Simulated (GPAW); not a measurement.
# WAu (F-43m) in GPAW: further runs

One crystal, WAu, is run at these levels: LDA, PBE; tasks: single point.

All numbers are computed with GPAW 26.7.0; they aren't measurements. Logs are shortened: lines on timing, memory, paths and dates and some standing lists are left out, and cuts for length are marked. The log counts tension as positive stress, the text compression.

**1. Starting point**

It takes space group F-43m (No. 216, cubic). Conventional cell: a = 5.818 Å, b = 5.818 Å, c = 5.818 Å, α = 90.00°, β = 90.00°, γ = 90.00°. W (site symmetry -43m) is surrounded by 4 Au at 2.52 Å. Au (site symmetry -43m) has 4 W at 2.52 Å as nearest neighbours.

The cell was built by a generator and needn't be a form met in nature.

**2. Single point, LDA**

File run.py:

```python
from ase import Atoms
from ase.dft.bandgap import bandgap
from ase.io import write
from ase.units import Bohr, GPa
from gpaw import GPAW, PW
from gpaw.elf import elf_from_dft_calculation

atoms = Atoms(['W', 'Au'],
              cell=[[0.0, 2.90921, 2.90921],
                    [2.90921, 0.0, 2.90921],
                    [2.90921, 2.90921, 0.0]],
              scaled_positions=[[0.0, 0.0, 0.0],
                                [0.75, 0.75, 0.75]],
              pbc=True)

calc = GPAW(mode=PW(600),
            xc='LDA',
            kpts={'size': (8, 8, 8), 'gamma': True},
            occupations={'name': 'fermi-dirac', 'width': 0.05},
            nbands=25,
            convergence={'density': 1e-05, 'energy': 1e-05},
            maxiter=150,
            txt='gpaw.txt')
atoms.calc = calc
energy = atoms.get_potential_energy()
forces = atoms.get_forces()
stress = atoms.get_stress()
calc.write('gs.gpw')
write('result.traj', atoms)
print(f'Energy: {energy:.6f} eV')
print('Forces (eV/A):')
print(forces.round(4))
print('Stress (GPa):', (stress / GPa).round(3))
print('Fermi level:', round(calc.get_fermi_level(), 4), 'eV')
print(f'Gap: {bandgap(calc)[0]:.4f} eV, direct: {bandgap(calc, direct=True)[0]:.4f} eV')

# fields on the real-space grid
write('density.cube', atoms, data=calc.get_pseudo_density() * Bohr**3)
write('potential.cube', atoms, data=calc.get_electrostatic_potential())
write('elf.cube', atoms, data=elf_from_dft_calculation(calc).data)
```

Potentials or basis: the program's PAW data sets (release 1.2.1) made for this functional, pw.

Command:

```
$ OMP_NUM_THREADS=1 python run.py
```

gpaw.txt:

```text
__  _  _
 | _ |_)|_||  |
 |__||  | ||/\| - 26.7.0

Input parameters:
  mode=PW(ecut=600.0),
  convergence={'density': 1e-05, 'energy': 1e-05},
  kpts=MonkhorstPack(size=(8, 8, 8), gamma=True),
  maxiter=150,
  nbands=25,
  occupations=Occupations(name='fermi-dirac', width=0.05),
  xc=XC(name='LDA')

Diagonalizing LCAO Hamiltonian
Converting LCAO to pw mode

                     Au

       W

Atoms  # Å, Bohr magnetons
|   | symbol |        x |        y |        z |    initial magnetic moments |
|---|--------|----------|----------|----------|-----------------------------|
| 0 |      W | 0.000000 | 0.000000 | 0.000000 | ( 0.0000,  0.0000,  0.0000) |
| 1 |     Au | 4.363815 | 4.363815 | 4.363815 | ( 0.0000,  0.0000,  0.0000) |

Unit cell  # Å
| periodic |        x |        y |        z |  lengths |    angles |
|----------|----------|----------|----------|----------|-----------|
|      yes | 0.000000 | 2.909210 | 2.909210 | 4.114244 | 60.000000 |
|      yes | 2.909210 | 0.000000 | 2.909210 | 4.114244 | 60.000000 |
|      yes | 2.909210 | 2.909210 | 0.000000 | 4.114244 | 60.000000 |

Number of symmetries: 24
Symmetry operations  # r_c * U_cc + t_c -> r_c
|    | kind |            matrix            |
|----|------|------------------------------|
|  0 |  E   |  1, 0, 0,  0, 1, 0,  0, 0, 1 |
|  1 |  σ   |  1, 0, 0,  0, 0, 1,  0, 1, 0 |
|  2 |  σ   |  1, 0,-1,  0, 1,-1,  0, 0,-1 |
|  3 |  C3  |  1, 0,-1,  0, 0,-1,  0, 1,-1 |
|  4 |  C3  |  1,-1, 0,  0,-1, 1,  0,-1, 0 |
|  5 |  σ   |  1,-1, 0,  0,-1, 0,  0,-1, 1 |
|  6 |  σ   |  0, 1, 0,  1, 0, 0,  0, 0, 1 |
|  7 |  C3  |  0, 1, 0,  0, 0, 1,  1, 0, 0 |
|  8 |  C2  |  0, 1,-1,  1, 0,-1,  0, 0,-1 |
|  9 |  S4  |  0, 1,-1,  0, 0,-1,  1, 0,-1 |
| 10 |  C3  |  0, 0, 1,  1, 0, 0,  0, 1, 0 |
| 11 |  σ   |  0, 0, 1,  0, 1, 0,  1, 0, 0 |
| 12 |  S4  |  0, 0,-1,  1, 0,-1,  0, 1,-1 |
| 13 |  C3  |  0, 0,-1,  0, 1,-1,  1, 0,-1 |
| 14 |  S4  |  0,-1, 1,  1,-1, 0,  0,-1, 0 |
| 15 |  C2  |  0,-1, 1,  0,-1, 0,  1,-1, 0 |
| 16 |  C3  |  0,-1, 0,  1,-1, 0,  0,-1, 1 |
| 17 |  S4  |  0,-1, 0,  0,-1, 1,  1,-1, 0 |
| 18 |  S4  | -1, 1, 0, -1, 0, 1, -1, 0, 0 |
| 19 |  C3  | -1, 1, 0, -1, 0, 0, -1, 0, 1 |
| 20 |  C3  | -1, 0, 1, -1, 1, 0, -1, 0, 0 |
| 21 |  S4  | -1, 0, 1, -1, 0, 0, -1, 1, 0 |
| 22 |  σ   | -1, 0, 0, -1, 1, 0, -1, 0, 1 |
| 23 |  C2  | -1, 0, 0, -1, 0, 1, -1, 1, 0 |

BZ-sampling:
  Number of BZ points: 512
  Number of IBZ points: 29

  Monkhorst-Pack size: [8, 8, 8]
  Monkhorst-Pack shift: [0.0625, 0.0625, 0.0625]

K-points  # in reciprocal-cell coordinates
|     |                                coordinates |     weight |
|-----|--------------------------------------------|------------|
|   0 | (  0.00000000,   0.00000000,   0.00000000) | 0.00195312 |
|   1 | (  0.12500000,   0.12500000,   0.00000000) | 0.01171875 |
|   2 | (  0.12500000,   0.12500000,   0.12500000) | 0.01562500 |
|   3 | (  0.25000000,   0.12500000,   0.12500000) | 0.02343750 |
|   4 | (  0.25000000,   0.25000000,   0.00000000) | 0.01171875 |
|   5 | (  0.25000000,   0.25000000,   0.12500000) | 0.04687500 |
|   6 | (  0.25000000,   0.25000000,   0.25000000) | 0.01562500 |
|   7 | (  0.37500000,   0.25000000,  -0.37500000) | 0.04687500 |
|   8 | (  0.37500000,   0.25000000,   0.12500000) | 0.04687500 |
|   9 | (  0.37500000,   0.25000000,   0.25000000) | 0.04687500 |
| ... |                                            |            |
|  28 | (  0.50000000,   0.50000000,   0.50000000) | 0.00781250 |

Plane wave coefficients: 1676
Cutoff: 600.0 eV

Spin-components: 1 (collinear spins)
Bands:           25
Projectors:      12
Spin-degeneracy: 2
Datatype:        complex128

Parallelization:
  kpt:    1
  domain: 1
  band:   1

Density:
  Valence electrons: 25.0
  Components: 1
  Grid points: [24 24 24]
  Charge: 0.0  # |e|

Potential:
  Grid points: [24 24 24]

species:
  W:
    name:    Tungsten
    Z:       74.0
    valence: 14
    core:    60
    charge:  0.0  # [|e|]
    compensation charges:
      type: gauss
      rc: 0.40  # [Å]
      lmax: 2
    cutoffs:
      filter: 2.36  # [Å]
      core: 3.02  # [Å]
    projectors
    | kind |    occ | energy [eV] | rcut [Å] |
    |------|--------|-------------|----------|
    |   5s |  2.000 |     -79.053 |    1.344 |
    |   6s |  2.000 |      -5.886 |    1.344 |
    |   5p |  6.000 |     -43.417 |    1.355 |
    |   6p |  0.000 |      -1.469 |    1.355 |
    |   5d |  4.000 |      -4.693 |    1.228 |
    |    d |        |      22.518 |    1.228 |

    Using partial waves for W as LCAO basis

  Au:
    name:    Gold
    Z:       79.0
    valence: 11
    core:    68
    charge:  0.0  # [|e|]
    compensation charges:
      type: gauss
      rc: 0.42  # [Å]
      lmax: 2
    cutoffs:
      filter: 2.33  # [Å]
      core: 2.81  # [Å]
    projectors
    | kind |    occ | energy [eV] | rcut [Å] |
    |------|--------|-------------|----------|
    |   6s |  1.000 |      -6.048 |    1.323 |
    |   6p |  0.000 |      -0.888 |    1.323 |
    |   5d | 10.000 |      -7.129 |    1.323 |
    |    s |        |      21.163 |    1.323 |
    |    p |        |      26.323 |    1.323 |
    |    d |        |      20.082 |    1.323 |

    Using partial waves for Au as LCAO basis

Reference energy: -954829.679149  # eV

eigensolver:
  PPCG
  Converge bands: occupied
  niter=2

density mixing:
  MSR1-Mixer
  Pratt-step length: 0.05
  Maximum mixing coefficient: 0.75
  Old densities: 10
  SVD Regularization: 0.005
  Good broyden scale: 1.0
  Trust region scale: 1.0
  Backstep threshold: 4.0
  History deletion threshold: 6.0
  Fourier metric: weight=20.0, sigma=0.015

occupation numbers:
  Fermi-Dirac:
    width: 0.0500  # eV

poisson solver:
  ecut: 4800.0  # eV

xc functional:
  name: None

convergence criteria:
- Maximum integral of absolute [dens]ity change: 1e-05 electrons / valence electron
- Maximum [total energy] change in last 3 cyles: 1e-05 eV / valence electron
- Maximum integral of absolute [eigenst]ate change: 4e-08 eV^2 / valence electron
maximum number of iterations: 150

SCF iterations
|iter     | |      energy | eigst |  dens |
|---------|-|-------------|-------|-------|
|iter:   1| |  -15.002567 | -0.12 |       |
|iter:   2| |  -14.338287 | -2.21 | -0.96 |
|iter:   3| |  -13.228846 | -1.62 | -1.05 |
|iter:   4| |  -13.103381 | -2.52 | -1.45 |
|iter:   5| |  -13.086919 | -3.45 | -1.90 |
|iter:   6| |  -13.085391 | -4.44 | -2.48 |
|iter:   7| |  -13.085331 | -5.55 | -3.05 |
|iter:   8| |  -13.085329c| -6.13 | -3.48 |
|iter:   9| |  -13.085329c| -8.20c| -4.59 |
|iter:  10| |  -13.085329c| -7.85c| -4.85 |
|iter:  11| |  -13.085330c| -8.54c| -5.64c|

Converged in 11 steps
Energy contributions relative to reference atoms: (reference = -954829.679149)

Energy contributions:
  Kinetic:         -26.673629
  Coulomb:          20.777426
  Zero:              0.203437
  External:          0.000000
  Xc:               -7.382902
  Entropy:          -0.019324
  Spinorbit:         0.000000
  ----------------------------
  Free energy:     -13.094991
  Extrapolated:    -13.085330

dipole moment: (-17.369835, -17.369835, -17.369835)  # |e|*Ang

Fermi level: 6.477
Eigenvalues  # (at kpt = [0.000, 0.000, 0.000])
| band index |      eig [eV] | occ [0-2] |
|------------|---------------|-----------|
|          0 |       -67.650 |     2.000 |
|        ... |               |           |
|          5 |         0.773 |     2.000 |
|          6 |         0.773 |     2.000 |
|          7 |         0.879 |     2.000 |
|          8 |         0.879 |     2.000 |
|          9 |         0.879 |     2.000 |
|         10 |         5.726 |     2.000 |
[... 8 lines left out ...]
|         19 |        17.769 |     0.000 |
|         20 |        18.510 |     0.000 |
|        ... |               |           |
|         24 |        20.053 |     0.000 |

No gap
No difference between direct/indirect transitions

Forces  # eV/Ang
|        x |       y |       z |
|----------|---------|---------|
|  0.00000 | 0.00000 | 0.00000 |  # W    0
| -0.00000 | 0.00000 | 0.00000 |  # Au   1

Stress tensor  # eV/Ang^3
|         x |         y |         z |
|-----------|-----------|-----------|
|  0.045134 |  0.000000 | -0.000000 |
|  0.000000 |  0.045134 | -0.000000 |
| -0.000000 | -0.000000 |  0.045134 |

# Writing to gs.gpw (mode='')
```

Wall time 25 s (1 thread of Arm Neoverse V2, shared host); peak memory 0.17 GiB.

What came out:

```
Free energy            : -13.0950 eV
Pressure               : -7.2 GPa
Band gap on the k mesh : none (metal or under the smearing width)
```

Caveat: with this Au data set, volumes or pressures lay over 1.5 % or 2 GPa off other programs in two to four cells of ten. Spin-orbit coupling is left out, which matters for the levels of Au, W.

**3. Single point, PBE**

Changes to run.py since step 2:

```diff
@@ -3,5 +3,4 @@
 from ase.io import write
-from ase.units import Bohr, GPa
+from ase.units import GPa
 from gpaw import GPAW, PW
-from gpaw.elf import elf_from_dft_calculation
 
@@ -16,3 +15,3 @@
 calc = GPAW(mode=PW(600),
-            xc='LDA',
+            xc='PBE',
             kpts={'size': (8, 8, 8), 'gamma': True},
@@ -35,6 +34 @@
 print(f'Gap: {bandgap(calc)[0]:.4f} eV, direct: {bandgap(calc, direct=True)[0]:.4f} eV')
-
-# fields on the real-space grid
-write('density.cube', atoms, data=calc.get_pseudo_density() * Bohr**3)
-write('potential.cube', atoms, data=calc.get_electrostatic_potential())
-write('elf.cube', atoms, data=elf_from_dft_calculation(calc).data)
```

Potentials or basis: GPAW PAW data sets (gpaw-data 1.2.1), pw.

Command:

```
$ OMP_NUM_THREADS=1 python run.py
```

gpaw.txt:

```text
__  _  _
 | _ |_)|_||  |
 |__||  | ||/\| - 26.7.0

Input parameters:
  mode=PW(ecut=600.0),
  convergence={'density': 1e-05, 'energy': 1e-05},
  kpts=MonkhorstPack(size=(8, 8, 8), gamma=True),
  maxiter=150,
  nbands=25,
  occupations=Occupations(name='fermi-dirac', width=0.05),
  xc=XC(name='PBE')

Diagonalizing LCAO Hamiltonian
Converting LCAO to pw mode

                     Au

       W

Atoms  # Å, Bohr magnetons
|   | symbol |        x |        y |        z |    initial magnetic moments |
|---|--------|----------|----------|----------|-----------------------------|
| 0 |      W | 0.000000 | 0.000000 | 0.000000 | ( 0.0000,  0.0000,  0.0000) |
| 1 |     Au | 4.363815 | 4.363815 | 4.363815 | ( 0.0000,  0.0000,  0.0000) |

Unit cell  # Å
| periodic |        x |        y |        z |  lengths |    angles |
|----------|----------|----------|----------|----------|-----------|
|      yes | 0.000000 | 2.909210 | 2.909210 | 4.114244 | 60.000000 |
|      yes | 2.909210 | 0.000000 | 2.909210 | 4.114244 | 60.000000 |
|      yes | 2.909210 | 2.909210 | 0.000000 | 4.114244 | 60.000000 |

Number of symmetries: 24
Symmetry operations  # r_c * U_cc + t_c -> r_c
|    | kind |            matrix            |
|----|------|------------------------------|
|  0 |  E   |  1, 0, 0,  0, 1, 0,  0, 0, 1 |
|  1 |  σ   |  1, 0, 0,  0, 0, 1,  0, 1, 0 |
|  2 |  σ   |  1, 0,-1,  0, 1,-1,  0, 0,-1 |
|  3 |  C3  |  1, 0,-1,  0, 0,-1,  0, 1,-1 |
|  4 |  C3  |  1,-1, 0,  0,-1, 1,  0,-1, 0 |
|  5 |  σ   |  1,-1, 0,  0,-1, 0,  0,-1, 1 |
|  6 |  σ   |  0, 1, 0,  1, 0, 0,  0, 0, 1 |
|  7 |  C3  |  0, 1, 0,  0, 0, 1,  1, 0, 0 |
|  8 |  C2  |  0, 1,-1,  1, 0,-1,  0, 0,-1 |
|  9 |  S4  |  0, 1,-1,  0, 0,-1,  1, 0,-1 |
[... 149 lines left out ...]
|---------|-|-------------|-------|-------|
|iter:   1| |  -12.568393 | -0.16 |       |
|iter:   2| |  -11.933662 | -2.27 | -0.97 |
|iter:   3| |  -10.936671 | -1.71 | -1.06 |
|iter:   4| |  -10.840297 | -2.55 | -1.45 |
|iter:   5| |  -10.829574 | -3.47 | -1.88 |
|iter:   6| |  -10.828919 | -4.15 | -2.42 |
|iter:   7| |  -10.828950 | -5.51 | -3.07 |
|iter:   8| |  -10.828960c| -6.06 | -3.50 |
|iter:   9| |  -10.828960c| -8.14c| -4.52 |
|iter:  10| |  -10.828960c| -7.77c| -4.76 |
|iter:  11| |  -10.828960c| -8.53c| -5.66c|

Converged in 11 steps
Energy contributions relative to reference atoms: (reference = -955369.942764)

Energy contributions:
  Kinetic:         -23.147576
  Coulomb:          17.540783
  Zero:              0.260547
  External:          0.000000
  Xc:               -5.473035
  Entropy:          -0.019358
  Spinorbit:         0.000000
  ----------------------------
  Free energy:     -10.838639
  Extrapolated:    -10.828960

dipole moment: (-17.319787, -17.319787, -17.319787)  # |e|*Ang

Fermi level: 6.833
Eigenvalues  # (at kpt = [0.000, 0.000, 0.000])
| band index |      eig [eV] | occ [0-2] |
|------------|---------------|-----------|
|          0 |       -67.305 |     2.000 |
|        ... |               |           |
|          5 |         1.099 |     2.000 |
|          6 |         1.099 |     2.000 |
|          7 |         1.218 |     2.000 |
|          8 |         1.218 |     2.000 |
|          9 |         1.218 |     2.000 |
|         10 |         6.094 |     2.000 |
[... 8 lines left out ...]
|         19 |        18.119 |     0.000 |
|         20 |        18.902 |     0.000 |
|        ... |               |           |
|         24 |        20.330 |     0.000 |

No gap
No difference between direct/indirect transitions

Forces  # eV/Ang
|        x |       y |       z |
|----------|---------|---------|
|  0.00000 | 0.00000 | 0.00000 |  # W    0
| -0.00000 | 0.00000 | 0.00000 |  # Au   1

Stress tensor  # eV/Ang^3
|         x |         y |         z |
|-----------|-----------|-----------|
| -0.004621 |  0.000000 |  0.000000 |
|  0.000000 | -0.004621 |  0.000000 |
|  0.000000 |  0.000000 | -0.004621 |

# Writing to gs.gpw (mode='')
```

stdout:

```text
Energy: -10.828960 eV
Forces (eV/A):
[[ 0.  0.  0.]
 [-0.  0.  0.]]
Stress (GPa): [-0.74 -0.74 -0.74  0.    0.    0.  ]
Fermi level: 6.833 eV
Gap: 0.0000 eV, direct: 0.0000 eV
```

It took 25 s on 1 thread of Arm Neoverse V2, shared host; peak memory 0.17 GiB.

Results:

| Item | Value |
| --- | --- |
| Free energy | -10.8386 eV |
| Pressure | 0.7 GPa |
| Band gap on the k mesh | none (metal or under the smearing width) |

Levels at points of the mesh, in eV from the Fermi level:
| k point | band 11 | band 12 | band 13 | band 14 | band 15 | band 16 |
| --- | --- | --- | --- | --- | --- | --- |
| (0.00, 0.00, 0.00) | -0.74 | -0.74 | -0.74 | 1.49 | 1.49 | 8.41 |
| (0.50, 0.50, 0.00) | -2.74 | 0.40 | 1.24 | 1.46 | 1.46 | 2.70 |
| (0.50, 0.50, 0.50) | -1.83 | -0.27 | -0.27 | 1.36 | 1.36 | 2.01 |

Caveat: with this Au data set, volumes or pressures lay over 1.5 % or 2 GPa off other programs in two to four cells of ten. The run has no spin-orbit coupling, so splittings on Au, W are missing.
